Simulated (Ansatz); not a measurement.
# Ga3Sb: the cost of one run

Method: DFT PBEsol+D3(BJ), scalar-relativistic, plane waves, PAW, in Ansatz 0.2.0.

3 further runs of the same task are left out: 3 set aside as unsound or not needed.

## 1. The system as given

Symmetry: I4/mmm, No. 139, tetragonal system. The conventional cell has a = 4.186 Å, b = 4.186 Å, c = 8.952 Å, α = 90.00°, β = 90.00°, γ = 90.00°. Around Ga (site symmetry -4m2) lie 8 Ga at 2.96 to 3.06 Å and 4 Sb at 3.06 Å. Ga (site symmetry 4/mmm) is surrounded by 4 Sb at 2.96 Å and 8 Ga at 3.06 Å. Sb (site symmetry 4/mmm) has 12 Ga at 2.96 to 3.06 Å as nearest neighbours.

As a file:

```xyz
4
Lattice="-2.0930 2.0930 4.4762 2.0930 -2.0930 4.4762 2.0930 2.0930 -4.4762" Properties=species:S:1:pos:R:3 pbc="T T T"
Ga    0.0000    2.0930    2.2381
Ga    2.0930    0.0000    2.2381
Ga    0.0000    0.0000    4.4762
Sb    0.0000    0.0000    0.0000
```

It goes back to an entry of the Materials Project, which need not be the stable form.

This cell was relaxed beforehand with the same method: volume 19.61 Å³/atom, gap on the mesh none (metal).

## 2. The scan

The energy is mapped over volume and the cell's shape.

- volume per atom: 5 values from 18.04 to 21.18 Å³
- c/a of the conventional cell: 5 values from 1.783 to 2.565

Nothing else is relaxed (symmetry fixes all fractional coordinates). Energies count from the relaxed crystal. Points are written as (first, second).

## 3. Grid point (18.04 Å³, 2.565)

input.yaml

```yaml
crystal:
  lattice:
    - [-1.9158808891, 1.9158808891, 4.915000833]
    - [1.9158808891, -1.9158808891, 4.915000833]
    - [1.9158808891, 1.9158808891, -4.915000833]
  atoms:
    - { symbol: Ga, position: [0.75, 0.25, 0.5] }
    - { symbol: Ga, position: [0.25, 0.75, 0.5] }
    - { symbol: Ga, position: [0.5, 0.5, 0.0] }
    - { symbol: Sb, position: [0.0, 0.0, 0.0] }
basis:
  ecutwfc: 420
kpoints:
  mp_grid: { grid: [14, 14, 14] }
hamiltonian:
  xc: pbesol
  pseudopotentials: { kind: paw, azcp: { folder: soft_1 } }
  dispersion: d3bj
scf:
  occupations: { method: gaussian, width: 0.15 }
output:
  forces: true
  stress: true
  eigenvalues: true
```

Run with:

```console
$ ansatz run input.yaml --threads 2 --pin off --max-ram 4096MiB --backend cpu --events-out ev --progress --plain --runs-dir out
```

**Question.** How long does this run take on 2 threads of Arm Neoverse N1, shared host, and how much memory does it need?

About 32 s, with a peak of 0.64 GiB.
